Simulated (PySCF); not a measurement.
# ZnC⁺ (quartet) with other numerical set-ups

Aim: see how much the energy and properties of ZnC⁺ (quartet) depend on the numerical set-up.

Method: each script names its method and basis; program: PySCF 2.14.0.

4 further runs of the same task are left out: 4 that didn't finish.

### 1 Where the work starts

ZnC⁺ (quartet): 2 atoms, charge 1, spin multiplicity 4.

Bond lengths: Zn1–C2 2.100 Å.

### 2 The run that the others are compared with

input.py reads:

```python
from pyscf import gto, dft

mol = gto.M(
    atom='Zn 0 0 0; C 0 0 2.1',
    basis='def2-svp',
    charge=1,
    spin=3,
    verbose=4,
)
mf = dft.UKS(mol, xc='lda,vwn')
mf.kernel()
mf.stability(internal=True, external=True)
mf.dip_moment()
print('orbital energies (hartree):', [e[max(0, n-3):n+3].round(4) for e, n in zip(mf.mo_energy, mol.nelec)])
```

The run is started by

```
$ OMP_NUM_THREADS=1 python input.py
```

The log of this run is left out.

In short: E(SCF) = -1813.375873 Eh, 10 cycles, ⟨S²⟩ = 3.753, internal stable; real -> complex stable; UHF/UKS -> GHF/GKS unstable.

The bond length is a typed value, not an optimised one. The dipole of an ion depends on the origin. The quartet is typed in the script; nothing here shows that it is the ground state.

### 3 Jorge-dzp-dkh (X2C on)

Run 1 changes basis set: def2-svp → jorge-dzp-dkh; spin-free X2C: off → on.

input.py reads:

```python
from pyscf import gto, dft

mol = gto.M(
    atom='Zn 0 0 0; C 0 0 2.1',
    basis='jorge-dzp-dkh',
    charge=1,
    spin=3,
    verbose=4,
)
mf = dft.UKS(mol, xc='lda,vwn')
mf = mf.sfx2c1e()
mf.kernel()
mf.stability(internal=True, external=True)
mf.dip_moment()
print('orbital energies (hartree):', [e[max(0, n-3):n+3].round(4) for e, n in zip(mf.mo_energy, mol.nelec)])
```

The run is started by

```
$ OMP_NUM_THREADS=1 python input.py
```

### 4 Cartesian functions on

Run 2 changes Cartesian functions: off → on.

input.py: that of step 2 with these lines changed.

```diff
@@ -7,2 +7,3 @@
     spin=3,
+    cart=True,
     verbose=4,
```

### 5 Lanl2dz (core potential on)

Run 3 changes basis set: def2-svp → lanl2dz; core potential: off → on. The core potential changes with it: totals don't compare.

input.py: that of step 2 with these lines changed.

```diff
@@ -4,3 +4,4 @@
     atom='Zn 0 0 0; C 0 0 2.1',
-    basis='def2-svp',
+    basis='lanl2dz',
+    ecp={'Zn': 'lanl2dz'},
     charge=1,
```

### 6 Pcseg-1

Run 4 changes basis set: def2-svp → pcseg-1.

input.py: that of step 2 with these lines changed.

```diff
@@ -4,3 +4,3 @@
     atom='Zn 0 0 0; C 0 0 2.1',
-    basis='def2-svp',
+    basis='pcseg-1',
     charge=1,
```

**Question.** What will these runs give? Wanted: for each run, E(SCF); from base; gap, α spin; after the SCF.

**Answer**, as computed:

```csv
run,E(SCF) (hartree),from base (eV),cycles,"gap, α spin (eV)",functions,after the SCF
base,-1813.375873,0,10,0.59,45,unstable: UHF/UKS -> GHF/GKS
jorge-dzp-dkh (X2C on),-1829.913862,not comparable,12,0.52,58,unstable: UHF/UKS -> GHF/GKS
Cartesian functions on,-1813.393185,-0.4711,11,0.61,51,unstable: UHF/UKS -> GHF/GKS
lanl2dz (core potential on),-102.876952,not comparable,17,0.68,27,unstable: UHF/UKS -> GHF/GKS
pcseg-1,-1813.479490,-2.8196,12,0.51,45,unstable: UHF/UKS -> GHF/GKS
```

In words: The largest comparable shift of the SCF energy, -2.820 eV, comes with the run “pcseg-1”. pcseg-1 (45 functions) gives an energy 2.82 eV lower than def2-svp (45).
